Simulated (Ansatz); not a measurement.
# C2H8AlNSi: one species, many methods

The task here is to estimate one member of a computed series from the others.

Method: functionals in def2-TZVPP, the program's frozen cores in correlated methods; program: Ansatz 0.2.0, Gaussian basis.

The runs, in order: PBE-D4, r2SCAN-D4, PBE0-D4, B3LYP-D4, ωB97X-V, ωB97M-V, B2PLYP; CCSD(T)/def2-TZVPP; MP2/def2-QZVPP; extrapolation to the limit.

### The relaxed structure

An earlier PBE0-D4 in a triple-zeta def2 set relaxation fixed the geometry.

13 atoms, charge 0, spin multiplicity 1.

Atoms are counted from 1 here; the program's logs count them from 0.

Bond lengths: N1–C2 1.277 Å, N1–H6 1.025 Å, C2–Al3 1.978 Å, C2–H7 1.099 Å, Al3–C4 1.946 Å, Al3–H8 1.590 Å, C4–Si5 1.868 Å, C4–H9 1.097 Å, C4–H10 1.096 Å, Si5–H11 1.490 Å, Si5–H12 1.490 Å, Si5–H13 1.488 Å. Angles: C2–N1–H6 111.1°, N1–C2–Al3 121.3°, N1–C2–H7 114.1°, Al3–C2–H7 124.6°, C2–Al3–C4 123.8°, C2–Al3–H8 113.0°, C4–Al3–H8 123.2°, Al3–C4–Si5 113.5°, Al3–C4–H9 109.5°, Al3–C4–H10 109.8°, Si5–C4–H9 107.6°, Si5–C4–H10 108.3°, H9–C4–H10 108.0°, C4–Si5–H11 110.0°, C4–Si5–H12 110.3°, C4–Si5–H13 112.7°, H11–Si5–H12 107.5°, H11–Si5–H13 108.1° and more.

Coordinates:

```
atom    x (Å)    y (Å)    z (Å)
  N1  -1.3833  -0.7467   3.0103
  C2  -0.5318  -0.2251   2.2141
 Al3  -0.2251  -0.9686   0.4067
  C4   1.0408  -0.2247  -0.8697
 Si5   0.3645   1.2263  -1.8318
  H6  -1.8434  -1.5556   2.5799
  H7  -0.0082   0.6491   2.6257
  H8  -1.1397  -2.2300   0.0908
  H9   1.9369   0.1189  -0.3392
 H10   1.3462  -0.9980  -1.5832
 H11  -0.0040   2.3287  -0.9000
 H12  -0.8694   0.8283  -2.5661
 H13   1.3369   1.7626  -2.8224
```

Set-up of the first run:

File in.yaml:

```yaml
crystal:
  periodic: [false, false, false]
  atoms:
    - {symbol: N, position_ang: [-1.383265, -0.746712, 3.010275]}
    - {symbol: C, position_ang: [-0.531785, -0.225093, 2.214071]}
    - {symbol: Al, position_ang: [-0.225117, -0.968586, 0.406685]}
    - {symbol: C, position_ang: [1.040836, -0.224667, -0.869708]}
    - {symbol: Si, position_ang: [0.364531, 1.226348, -1.831825]}
    - {symbol: H, position_ang: [-1.843396, -1.555635, 2.579913]}
    - {symbol: H, position_ang: [-0.008198, 0.649131, 2.625653]}
    - {symbol: H, position_ang: [-1.139690, -2.230043, 0.090755]}
    - {symbol: H, position_ang: [1.936881, 0.118937, -0.339223]}
    - {symbol: H, position_ang: [1.346180, -0.997996, -1.583155]}
    - {symbol: H, position_ang: [-0.004016, 2.328664, -0.900035]}
    - {symbol: H, position_ang: [-0.869449, 0.828340, -2.566084]}
    - {symbol: H, position_ang: [1.336889, 1.762613, -2.822423]}
basis:
  gaussian: {orbitals: def2-TZVPP}
hamiltonian: {xc: pbe, dispersion: d4}
output: {forces: true, orbitals: {seedname: orbitals}}
```

Command:

```
$ ansatz run in.yaml --threads 4 --pin off --events-out ev --progress --plain --max-ram 10444MiB
```

Among the steps run: PBE-D4 (GGA); r2SCAN-D4 (meta-GGA); PBE0-D4 (hybrid); B3LYP-D4 (hybrid); ωB97X-V (range-separated); ωB97M-V (range-separated); B2PLYP (double hybrid); CCSD(T) in def2-TZVPP; MP2 in def2-QZVPP.

One table of the session follows, with a row left open; its other results are not shown here.

```
            method  atomisation energy (kJ/mol)
            PBE-D4                       4463.9
         r2SCAN-D4                       4413.3
           PBE0-D4                       4401.6
          B3LYP-D4                       4423.7
           ωB97X-V                       4439.5
           ωB97M-V                       4432.6
            B2PLYP                       4367.0
     HF/def2-TZVPP                       3213.5
    MP2/def2-TZVPP                            ?
   CCSD/def2-TZVPP                       4238.3
CCSD(T)/def2-TZVPP                       4300.2
           MP2/CBS                       4443.9
       CCSD(T)/CBS                       4417.2
```

Estimate the missing values for MP2/def2-TZVPP.

The run gave: atomisation energy (kJ/mol): 4326.9. In the column «atomisation energy (kJ/mol)» it lies between CCSD(T)/def2-TZVPP (4300.2) and B2PLYP (4367.0).
